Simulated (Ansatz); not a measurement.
Here is an Ansatz input file for C₃H₅Al, SMILES C=[C]1[CH2][AlH]1. Write the same calculation for the Python package.

```yaml
crystal:
  periodic: [false, false, false]
  atoms:
    - { symbol: C, position_ang: [-0.0917, 1.1866, -1.2235] }
    - { symbol: C, position_ang: [-0.0473, 0.2938, -0.2969] }
    - { symbol: C, position_ang: [0.4242, -1.0589, 0.1606] }
    - { symbol: Al, position_ang: [-0.3815, -0.3849, 1.5935] }
    - { symbol: H, position_ang: [0.3294, 1.0722, -2.2194] }
    - { symbol: H, position_ang: [-0.6867, 2.1623, -1.0363] }
    - { symbol: H, position_ang: [1.5889, -1.0879, 0.2706] }
    - { symbol: H, position_ang: [0.015, -1.8798, -0.3802] }
    - { symbol: H, position_ang: [-1.0619, -0.3498, 3.1146] }
basis:
  gaussian: { orbitals: def2-SVP }
hamiltonian:
  xc: b3lyp
output:
  forces: true
```

Launched from the shell:
```console
$ ansatz run input.yaml --threads 1 --pin off --max-ram 4096MiB --backend cpu --events-out ev --progress --plain --runs-dir out
Engine: ansatz 0.2.0, aarch64-unknown-linux-gnu
Functional definition: B3LYP
  parameter a0 = 0.2
  parameter ax = 0.72
  parameter ac = 0.81
  exchange = (1 - a0 - ax)*slater_x + ax*b88_x + a0*exact_x
  correlation = (1 - ac)*vwn_rpa_c + ac*lyp_c
856 factors; integrals over basis functions are off by at most 1.2e-3 eV
mean field evaluation 1: about -9770.1198 eV, gradient 6.3e1 eV
mean field evaluation 2: about -9696.5275 eV, gradient 1.4e2 eV
mean field evaluation 4: about -9781.3061 eV, gradient 1.3e1 eV
mean field evaluation 8: about -9781.8689 eV, gradient 7.8e-1 eV
mean field evaluation 16: about -9781.8708 eV, gradient 3.3e-5 eV
mean field -9781.87080699 eV, -359.4771217666 hartree, gradient 3.2e-5 eV, S^2 0.000000; 0 other end points of the search recorded, 0 dependent functions left out
the calculation of the forces begins
reference -9781.87104834 eV, -359.4771306360 hartree; 18, 18 occupied and 67, 67 virtual orbitals, 856 factors
Total energy: -9781.87104834 eV, -359.4771306360 hartree
Atom 0 at    -0.091700     1.186600    -1.223500 Å, force    -1.157972     2.791698    -1.449571 eV/Å
Atom 1 at    -0.047300     0.293800    -0.296900 Å, force    -0.984928    -1.078638     4.594530 eV/Å
Atom 2 at     0.424200    -1.058900     0.160600 Å, force     4.126222    -0.980000    -2.037331 eV/Å
Atom 3 at    -0.381500    -0.384900     1.593500 Å, force    -2.276919     2.422148     2.179362 eV/Å
Atom 4 at     0.329400     1.072200    -2.219400 Å, force     0.244058    -0.029601    -0.555584 eV/Å
Atom 5 at    -0.686700     2.162300    -1.036300 Å, force     1.048790    -1.324010    -0.416227 eV/Å
Atom 6 at     1.588900    -1.087900     0.270600 Å, force    -1.528111    -0.367971    -0.515036 eV/Å
Atom 7 at     0.015000    -1.879800    -0.380200 Å, force    -0.035333    -1.288624    -0.876348 eV/Å
Atom 8 at    -1.061900    -0.349800     3.114600 Å, force     0.564193    -0.145002    -0.923794 eV/Å
Dipole moment:     0.066327    -0.218984     0.222128 e Å
```

`run_deck.py`:
```python
"""C3H5Al through the session interface."""

import ansatz
import numpy as np
import pandas as pd

deck = {
    "crystal": {
        "periodic": [False, False, False],
        "atoms": [
            {"symbol": "C", "position_ang": [-0.0917, 1.1866, -1.2235]},
            {"symbol": "C", "position_ang": [-0.0473, 0.2938, -0.2969]},
            {"symbol": "C", "position_ang": [0.4242, -1.0589, 0.1606]},
            {"symbol": "Al", "position_ang": [-0.3815, -0.3849, 1.5935]},
            {"symbol": "H", "position_ang": [0.3294, 1.0722, -2.2194]},
            {"symbol": "H", "position_ang": [-0.6867, 2.1623, -1.0363]},
            {"symbol": "H", "position_ang": [1.5889, -1.0879, 0.2706]},
            {"symbol": "H", "position_ang": [0.015, -1.8798, -0.3802]},
            {"symbol": "H", "position_ang": [-1.0619, -0.3498, 3.1146]},
        ],
    },
    "basis": {"gaussian": {"orbitals": "def2-SVP"}},
    "hamiltonian": {"xc": "b3lyp"},
    "output": {"forces": True},
}
session = ansatz.Session.from_dict(deck)
summary = session.plan(threads=1).execute().report

for key in ("converged", "free_energy_ev", "reference_energy_ev", "n_frozen", "n_occupied", "n_virtual"):
    print(f"{key:22s} {summary[key]}")
symbols = ["C", "C", "C", "Al", "H", "H", "H", "H", "H"]
field = summary["mean_field"]
print("<S^2> =", round(abs(field["state"]["spin_squared"]), 4), " all-electron relativity setting:", field["relativity"])
print("passes:", field["passes"])
if "symmetry" in field:
    print("occupied orbitals by irrep:", field["symmetry"]["occupied"])

print("forces (eV/A)")
for symbol, f in zip(symbols, summary["forces_ev_ang"]):
    print(f"  {symbol:2s} {f[0]:9.4f} {f[1]:9.4f} {f[2]:9.4f}")
charges = summary["charge_distribution"]
table = pd.DataFrame({"atom": symbols, "mulliken": charges["mulliken_charges_e"], "lowdin": charges["lowdin_charges_e"]})
print(table.round(3).to_string())
print("dipole (e A):", np.round(charges["dipole_moment_e_ang"], 4) + 0.0)
```

Running `python run_deck.py` prints:
```text
converged              True
free_energy_ev         -9781.871048336854
reference_energy_ev    -9781.871048336854
n_frozen               0
n_occupied             [18, 18]
n_virtual              [67, 67]
<S^2> = 0.0  all-electron relativity setting: none
passes: {'evaluations': 15, 'products': 12}
occupied orbitals by irrep: [{'A': 18}, {'A': 18}]
forces (eV/A)
  C    -1.1580    2.7917   -1.4496
  C    -0.9849   -1.0786    4.5945
  C     4.1262   -0.9800   -2.0373
  Al   -2.2769    2.4221    2.1794
  H     0.2441   -0.0296   -0.5556
  H     1.0488   -1.3240   -0.4162
  H    -1.5281   -0.3680   -0.5150
  H    -0.0353   -1.2886   -0.8763
  H     0.5642   -0.1450   -0.9238
  atom  mulliken  lowdin
0    C    -0.138   0.002
1    C    -0.177  -0.192
2    C    -0.125  -0.093
3   Al     0.441   0.296
4    H    -0.006  -0.010
5    H     0.038   0.019
6    H     0.055   0.062
7    H     0.038   0.016
8    H    -0.125  -0.100
dipole (e A): [ 0.0663 -0.219   0.2221]
```

What to keep in mind:
- Total energies depend on the basis set; only differences at equal settings carry meaning.
- The geometry is a force-field or estimated start, not a minimum of this method, and the basis set is short of its limit.
- The Löwdin charges here are taken after orthogonalising the functions within each atom; they differ from plain Löwdin charges, and their signs can be unphysical.
- b3lyp holds the VWN-RPA fit, as in Gaussian; the form of ORCA and Turbomole is b3lyp5.
- Wall time of the script: 2.9 s on 1 thread of Arm Neoverse V2 (shared host), peak memory 0.25 GiB.

(Lines on the test bed's own set-up are left out of the output.)
